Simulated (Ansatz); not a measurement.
# BiB: the cost of one run

Code: Ansatz 0.2.0. PAW datasets, plane waves, zero pressure. Spin-unpolarised throughout. Whether this structure exists isn't addressed.

### Step 1. Starting point

This is the cell as the run starts from it, not yet at rest; its lengths are not the crystal's.

The symmetry is P6_3mc (No. 186, hexagonal); conventional cell a = 3.786 Å, c = 12.364 Å, 19.18 Å³ an atom. Around B lie 4 Bi at 2.32 Å; around Bi lie 4 B at 2.32 Å.

Coordinates:

Space group P6_3mc (No. 186). a = 3.786 Å, b = 3.786 Å, c = 12.364 Å, α = 90.00°, β = 90.00°, γ = 120.00°
```csv
atom,site,symmetry,x,y,z
B,2a,3m.,0.0000,0.0000,0.0000
B,2b,3m.,0.3333,0.6667,0.2500
Bi,2a,3m.,0.0000,0.0000,0.1875
Bi,2b,3m.,0.3333,0.6667,0.4375
```

### Step 2. Relaxing with PBE

The input, input.yaml:

```yaml
crystal:
  lattice:
    - [3.7856047478, 0.0, 0.0]
    - [-1.8928023739, 3.2784298803, 0.0]
    - [0.0, 0.0, 12.3637851064]
  atoms:
    - { symbol: B, position: [0.0, 0.0, 0.0] }
    - { symbol: B, position: [0.3333333333, 0.6666666667, 0.25] }
    - { symbol: B, position: [0.0, 0.0, 0.5] }
    - { symbol: B, position: [0.6666666667, 0.3333333333, 0.75] }
    - { symbol: Bi, position: [0.0, 0.0, 0.1875] }
    - { symbol: Bi, position: [0.3333333333, 0.6666666667, 0.4375] }
    - { symbol: Bi, position: [0.0, 0.0, 0.6875] }
    - { symbol: Bi, position: [0.6666666667, 0.3333333333, 0.9375] }
kpoints:
  mp_grid: { grid: [12, 12, 2] }
hamiltonian:
  xc: pbe
scf:
  occupations: { method: fermi_dirac, width: 0.02 }
relax:
  f_tol: 0.005
  cell: {}
output:
  write_density: true
  write_potential: true
  elf: true
  volumetric_format: npy
```

Command:

```bash
$ ansatz run input.yaml --threads 2 --pin off --max-ram 29491MiB --backend cpu --events-out ev --progress --plain --runs-dir out
```

**Question.** How long does this run take on 2 threads of AMD EPYC 7R13 (Zen 3), shared host, and how much memory does it need?

About 55 s, with a peak of 0.57 GiB.
